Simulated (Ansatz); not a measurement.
A run of Ansatz 0.2.0 is set up as follows.

Contents of input.yaml:

```yaml
crystal:
  lattice:
    - [0.0, 3.17885138, 3.17885138]
    - [3.17885138, 0.0, 3.17885138]
    - [3.17885138, 3.17885138, 0.0]
  atoms:
    - { symbol: Mo, position: [0.0, 0.0, 0.0] }
    - { symbol: I, position: [0.75, 0.75, 0.75] }
hamiltonian:
  xc: { exchange: pbe, correlation: pbe, exx: { coeff: 0.3, omega: 0.2 } }
  pseudopotentials: { kind: paw }
kpoints:
  mp_grid: { grid: [4, 4, 4] }
scf:
  occupations: { method: fermi_dirac, width: 0.05 }
output:
  forces: true
  stress: true
  eigenvalues: true
  write_density: true
  write_potential: true
  elf: true
  volumetric_format: npy
```

Potentials or basis: Ansatz PAW.

Launch:

```console
$ ansatz run input.yaml --threads 2 --pin off --max-ram 5632MiB --backend cpu --events-out ev --progress --plain --runs-dir out
```

(1) Predict the pressure.

(2) Estimate the band gap on the k mesh.

## Answers

(1) -7.6 GPa.

(2) none (metal or under the smearing width).

Caveat: the k mesh is coarse (spacing up to 0.43 Å⁻¹), so the values aren't converged, least of all with exact exchange; an odd number of electrons without spin polarisation forces a metal; a magnetic or distorted state may lie lower; the PAW data sets come from PBE, with cores solved anew for the run's functional, which leaves a small shift of forces and pressure; the thresholds are loose for stress.
